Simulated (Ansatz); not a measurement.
Run this with Ansatz 0.2.0, Python API and show what comes out.

`ch4alno.py`:
```python
"""Energy of CH4AlNO against one bond angle."""

import logging
import sys

import ansatz as az
from ase import Atoms

logging.basicConfig(stream=sys.stdout, format="%(levelname)s %(message)s")
logger = logging.getLogger("ch4alno")
logger.setLevel(logging.INFO)

atoms = Atoms(["O", "Al", "C", "N", "H", "H", "H", "H"], positions=[
    (-0.4776, 1.8895, -1.6133),
    (-0.0374, 0.4806, -0.6172),
    (0.6983, -0.5203, 0.7954),
    (0.1023, -1.3809, -0.1526),
    (-1.3974, 2.2043, -1.2673),
    (1.829, -0.6603, 0.7768),
    (0.2598, -0.4758, 1.8058),
    (-0.8851, -1.5941, 0.2166),
])

# start the scan from a relaxed geometry
first = (
    az.Crystal.molecule_from_ase(atoms).calculation()
    .basis(gaussian="6-31G*")
    .functional("pbe0")
    .relax(force_tolerance=0.02, max_steps=80)
)
atoms.positions = first.run().report["positions_ang"]

rows = []
for angle in [90, 100, 110, 120, 135, 150, 165, 179]:
    bent = atoms.copy()
    bent.set_angle(1, 0, 4, angle, indices=[4])
    model = (
        az.Crystal.molecule_from_ase(bent).calculation()
        .basis(gaussian="6-31G*")
        .functional("pbe0")
    )
    rows.append((angle, model.run().report["free_energy_ev"]))
floor = min(e for _, e in rows)
for angle, e in rows:
    logger.info(f"angle Al1-O0-H4 = {angle:3d} deg   {1000 * (e - floor):9.1f} meV")
```

Output of `python ch4alno.py`:
```text
INFO angle Al1-O0-H4 =  90 deg       291.2 meV
INFO angle Al1-O0-H4 = 100 deg       117.0 meV
INFO angle Al1-O0-H4 = 110 deg        27.6 meV
INFO angle Al1-O0-H4 = 120 deg         0.0 meV
INFO angle Al1-O0-H4 = 135 deg        34.8 meV
INFO angle Al1-O0-H4 = 150 deg       111.5 meV
INFO angle Al1-O0-H4 = 165 deg       181.6 meV
INFO angle Al1-O0-H4 = 179 deg       211.2 meV
```

The scan is rigid, and the energies are electronic, in a modest basis. The zero is the lowest point of the grid, which needn't be the minimum. Wall time of the script: 55 s on 1 thread of Arm Neoverse V1, with other jobs on the host, peak memory 0.24 GiB.
